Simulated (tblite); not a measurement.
# C5H6GeO2: the cost of one run

Computed with tblite 0.8.0 and PySCF 2.14.0, with density-fitted response routines of our own, on a single molecule in the gas phase. Atoms are numbered from 0 throughout.

## (1) The molecule as given

14 atoms, charge 0, multiplicity 1; geometry from: force field or distance geometry start.

Bonds of the start (Å): C0–C1 1.22, C1–C2 1.43, C2–O3 1.25, C2–C4 1.44, C4–C5 1.32, C4–O6 1.39, O6–Ge7 1.79, C0–H8 1.06, C5–H9 1.08, C5–H10 1.09, Ge7–H11 1.55, Ge7–H12 1.57, Ge7–H13 1.56.

## (2) Relaxing the molecule with GFN2-xTB

Job settings and geometry (Å):

```
{"job": {"kind": "relax", "xc": "GFN2-xTB", "basis": "xTB"}, "charge": 0, "multiplicity": 1}
C      3.284900    -0.545600     0.160900
C      2.078400    -0.550900    -0.024200
C      0.658800    -0.562600    -0.216200
O      0.156200    -1.596700    -0.710100
C     -0.079900     0.622500     0.150800
C      0.590000     1.646200     0.639600
O     -1.451400     0.791000     0.009100
Ge    -2.557100    -0.544400     0.457500
H      4.337300    -0.536400     0.321600
H      0.078300     2.554700     0.932200
H      1.674400     1.621400     0.784900
H     -1.876200    -1.931200     0.413800
H     -3.754200    -0.632400    -0.555800
H     -3.140100    -0.336100     1.893800
```

The run is started by

```sh
OMP_NUM_THREADS=1 python probes_run.py task.json out
```

One launch serves the whole session: the jobs run in the order shown.

Q: Estimate the wall time and peak memory of this first job on 1 thread of Arm Neoverse N1, shared host.

About 1.3 s, with a peak of 0.18 GiB.
